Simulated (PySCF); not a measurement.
**SnOBr₂: singlet, from a PBE minimum start**

Aim: relax SnOBr₂ as a singlet from a PBE minimum start, check by its vibrations whether the end is a minimum, and collect its spectrum and constants.

The runs use PySCF 2.14.0; PBE, basis Sn def2-SVP with ECP28, O def2-SVP, Br def2-SVP, scalar-relativistic core potentials, no spin–orbit coupling, density fitting.

**1. The starting structure**

4 atoms, charge 0, spin multiplicity 1.

Bond lengths: Sn1–O2 1.861 Å, Sn1–Br3 2.503 Å, Sn1–Br4 2.503 Å. Angles: O2–Sn1–Br3 127.2°, O2–Sn1–Br4 127.2°, Br3–Sn1–Br4 105.5°.

```xyz
4
charge 0 multiplicity 1
Sn   -0.3522   -0.6100   -0.1061
O    -1.2722   -2.2035   -0.3833
Br    2.1222   -0.3090    0.1196
Br   -1.3287    1.6834    0.1195
```

**2. The SCF at the typed geometry**

The steps below are one call of a driver around PySCF. For each, scf.py gives the equivalent set-up of the SCF; relaxations use the driver's own optimiser. After this first run the driver tries any further starts and a stability analysis.

scf.py

```python
from pyscf import gto, scf, dft
mol = gto.M(atom='''
Sn    -0.352189    -0.610033    -0.106127
O     -1.272159    -2.203531    -0.383345
Br     2.122205    -0.308955     0.119555
Br    -1.328723     1.683362     0.119548''',
    basis={'Sn': 'def2-SVP', 'O': 'def2-SVP', 'Br': 'def2-SVP'},
    ecp={'Sn': 'def2-SVP'},
    charge=0, spin=0)
mf = dft.RKS(mol, xc='PBE')
mf.grids.atom_grid = (50, 194)
aux = {'Sn': 'def2-universal-JKFIT', 'O': 'def2-universal-JKFIT', 'Br': 'def2-universal-JKFIT'}
mf = mf.density_fit(auxbasis=aux)
mf.conv_tol = 1e-08
mf.diis_space = 10
mf.max_cycle = 60
mf.init_guess = 'minao'
mf.verbose = 4
mf.kernel()
```

Run with:

```sh
> OMP_NUM_THREADS=2 python axn.py task.json out
```

Log, shortened:

```text
[... the frontier levels of the middle cycles are left out ...]
init E= -5411.8358318895
  HOMO = -0.614292167133558  LUMO = -0.608300713403117  gap/eV = 0.16304
cycle= 1 E= -5431.04212219401  delta_E= -19.2  |g|= 4.07  |ddm|= 8.77
  HOMO = 0.0900559877966706  LUMO = 0.10222146779571  gap/eV = 0.33104
cycle= 2 E= -5333.70096551124  delta_E= 97.3  |g|= 10.8  |ddm|= 22.7
  HOMO = -0.235014605023945  LUMO = -0.139677327053626  gap/eV = 2.59426
cycle= 3 E= -5436.15199075734  delta_E= -102  |g|= 0.871  |ddm|= 21.3
cycle= 4 E= -5433.60990446155  delta_E= 2.54  |g|= 3.07  |ddm|= 3.51
cycle= 5 E= -5435.76497575334  delta_E= -2.16  |g|= 1.33  |ddm|= 3.39
cycle= 6 E= -5436.21391768026  delta_E= -0.449  |g|= 0.647  |ddm|= 0.927
cycle= 7 E= -5436.33559674654  delta_E= -0.122  |g|= 0.194  |ddm|= 0.685
cycle= 8 E= -5436.3415134849  delta_E= -0.00592  |g|= 0.105  |ddm|= 0.239
cycle= 9 E= -5436.34380788262  delta_E= -0.00229  |g|= 0.055  |ddm|= 0.219
cycle= 10 E= -5436.34479395198  delta_E= -0.000986  |g|= 0.0132  |ddm|= 0.0994
cycle= 11 E= -5436.34483240991  delta_E= -3.85e-05  |g|= 0.00126  |ddm|= 0.0121
cycle= 12 E= -5436.34483290976  delta_E= -5e-07  |g|= 0.000273  |ddm|= 0.00172
cycle= 13 E= -5436.34483293028  delta_E= -2.05e-08  |g|= 2.63e-05  |ddm|= 0.00032
cycle= 14 E= -5436.34483293048  delta_E= -2.02e-10  |g|= 6.91e-06  |ddm|= 3.65e-05
  HOMO = -0.244954264536879  LUMO = -0.17042210960718  gap/eV = 2.02812
Extra cycle  E= -5436.34483293047  delta_E= 8.19e-12  |g|= 9.82e-06  |ddm|= 1.85e-05
converged SCF energy = -5436.34483293047
```

This step, with its further starts and checks, took 25 s on 2 threads of Arm Neoverse N1, shared host.

No lower closed-shell solution turned up in the test of internal stability.

**3. Relaxation: PBE minimum start, singlet**

The program finds C2v symmetry in the start, which this walk keeps. Threshold on the gradient: 0.0003 Eh/bohr, with a further test on the energy change.

scf.py: that of step 2 with these lines changed.

```diff
@@ -3,4 +3,4 @@
-Sn    -0.352189    -0.610033    -0.106127
-O     -1.272159    -2.203531    -0.383345
-Br     2.122205    -0.308955     0.119555
-Br    -1.328723     1.683362     0.119548''',
+Sn    -0.352339    -0.610293    -0.106172
+O     -1.272309    -2.203791    -0.383390
+Br     2.122055    -0.309215     0.119510
+Br    -1.328873     1.683102     0.119503''',
@@ -17 +16,0 @@
-mf.init_guess = 'minao'
```

The optimiser's trace:

```
step   energy (Eh)  change (kJ/mol)  largest symmetric gradient (Eh/bohr)
   0  -5436.344833             0.00                               0.00040
   1  -5436.344835             0.00                               0.00016
```

The walk took 8.1 s.

Geometry (Å) and forces (eV/Å) at some steps:

```
step 0
Sn  -0.352  -0.610  -0.106   0.012   0.020   0.006
O   -1.272  -2.204  -0.383   0.009  -0.002   0.003
Br   2.122  -0.309   0.120  -0.017  -0.007   0.001
Br  -1.329   1.683   0.119  -0.004  -0.011  -0.009
step 1
Sn  -0.352  -0.609  -0.106   0.005   0.008   0.004
O   -1.272  -2.203  -0.383   0.008  -0.004   0.002
Br   2.122  -0.311   0.119  -0.007  -0.003   0.002
Br  -1.330   1.682   0.119  -0.006  -0.001  -0.008
```

End point (C2v, 1 steps, 0.0 kJ/mol gained): Sn–Br 2.502 Å (×2), Sn–O 1.861 Å; Br–Sn–Br 105.6°, Br–Sn–O 127.2° (×2).

**4. Hessian and properties**

The point is checked on the finer grid, and tightened if its gradient asks for it. The Hessian and the dipole derivatives come from central differences of analytic gradients, with steps of 0.02 bohr.

scf.py: that of step 3 with these lines changed.

```diff
@@ -3,4 +3,4 @@
-Sn    -0.352339    -0.610293    -0.106172
-O     -1.272309    -2.203791    -0.383390
-Br     2.122055    -0.309215     0.119510
-Br    -1.328873     1.683102     0.119503''',
+Sn    -0.352198    -0.610049    -0.106129
+O     -1.272155    -2.203523    -0.383343
+Br     2.122112    -0.309364     0.119495
+Br    -1.329030     1.683076     0.119488''',
@@ -11 +11 @@
-mf.grids.atom_grid = (50, 194)
+mf.grids.atom_grid = (75, 302)
@@ -14 +14 @@
-mf.conv_tol = 1e-08
+mf.conv_tol = 1e-10
```

The driver hands on the density of the step before, so the log starts near convergence.

Log of the central SCF (cycles and frontier levels):

```text
init E= -5436.34497266992
  HOMO = -0.244939249812834  LUMO = -0.170400508815108  gap/eV = 2.02830
cycle= 1 E= -5436.34497266937  delta_E= 5.5e-10  |g|= 4.58e-05  |ddm|= 0.000102
  HOMO = -0.244932139460537  LUMO = -0.170400263915167  gap/eV = 2.02812
cycle= 2 E= -5436.3449726633  delta_E= 6.07e-09  |g|= 0.000158  |ddm|= 0.000258
  HOMO = -0.244942855295978  LUMO = -0.170401877109801  gap/eV = 2.02836
cycle= 3 E= -5436.34497266875  delta_E= -5.44e-09  |g|= 7.05e-05  |ddm|= 0.000203
  HOMO = -0.244938653860069  LUMO = -0.170400868088565  gap/eV = 2.02828
cycle= 4 E= -5436.34497267004  delta_E= -1.29e-09  |g|= 1.06e-06  |ddm|= 7.63e-05
  HOMO = -0.24493858136932  LUMO = -0.170400793675615  gap/eV = 2.02828
cycle= 5 E= -5436.34497267004  delta_E= -3.64e-12  |g|= 3.29e-07  |ddm|= 1.69e-06
  HOMO = -0.244938640039572  LUMO = -0.170400811696656  gap/eV = 2.02828
Extra cycle  E= -5436.34497267004  delta_E= 3.64e-12  |g|= 7.98e-07  |ddm|= 1.5e-06
converged SCF energy = -5436.34497267004
```

The whole step took 1.7 min.

Geometry: C2v; Sn–Br 2.503 Å (×2), Sn–O 1.861 Å; Br–Sn–Br 105.5°, Br–Sn–O 127.2° (×2).

Modes, for the most abundant isotopes:

```
symmetry  ω (cm⁻¹)  IR (km/mol)     type
      a1        72          0.9     bend
      b2        77         27.2     bend
      b1        79         14.1     bend
      a1       233          8.4  stretch
      b2       257         51.3  stretch
      a1       784         27.0  stretch
```

All wavenumbers are real: a minimum.

Properties at this point:

| Item | Value |
| --- | --- |
| Dipole moment | 2.20 D |
| Highest occupied level | -6.67 eV |
| Lowest empty level | -4.64 eV |
| Rotational constants | 0.06284, 0.0269, 0.01884 cm⁻¹ |
| Zero-point energy | 9.0 kJ/mol |
| Principal polarisabilities | 41.8, 78.9, 95.1 bohr³ |
| Atomisation energy without zero-point energy | 976 kJ/mol |
| Principal traceless quadrupole moments about the centre of mass | -10.98, 3.75, 7.23 D Å |
| Entropy at 298.15 K and 1 bar | 366.5 J/(mol K) |
| Heat capacity Cp at 298.15 K | 75.6 J/(mol K) |
| Enthalpy at 298.15 K above 0 K | 18.88 kJ/mol |
| Rotational symmetry number | 2 |

Populations by atom (charges in e):

| atom | Mulliken | Löwdin | polar tensor | Mayer order to Sn1 |
| --- | --- | --- | --- | --- |
| Sn1 | 0.75 | 0.39 | 1.36 | – |
| O2 | -0.41 | -0.35 | -0.53 | 1.88 |
| Br3,4 | -0.17 | -0.02 | -0.41 | 0.98 |

Outer orbital energies (eV). occupied: -9.62, -8.95, -8.40, -7.91, -7.87, -7.67, -7.03, -6.67; empty: -4.64, -3.27, -0.64, 0.26.

Mulliken populations on Sn1 (outside its core potential): s 3.32, p 7.64, d 10.29.

**5. Would spin polarisation lower it?**

At the lowest minimum the closed shell is tested against spin polarisation, on the (50, 194) grid. It is stable.

**6. Summary of results**

```
                                 quantity                                                                   value
                                  minimum                                                            singlet, C2v
                                 geometry  Sn–Br 2.503 Å (×2), Sn–O 1.861 Å; Br–Sn–Br 105.5°, Br–Sn–O 127.2° (×2)
                       wavenumbers (cm⁻¹)                 72 (a1), 77 (b2), 79 (b1), 233 (a1), 257 (b2), 784 (a1)
                            dipole moment                                                                  2.20 D
     highest occupied, lowest empty level                                                         -6.67, -4.64 eV
               polar-tensor charge of Sn1                                                                 +1.36 e
                        zero-point energy                                                              9.0 kJ/mol
                      entropy at 298.15 K                                                         366.5 J/(mol K)
atomisation energy (no zero-point energy)                                                              976 kJ/mol
```

In words: The molecule stays C2v, as typed, and the end point is a minimum. In the infrared the band at 257 cm⁻¹ (b2, stretch) leads. Only this shape and spin were tried, so other structures or states may lie lower.

The search up to here took 2.4 min on 2 threads of Arm Neoverse N1, shared host.
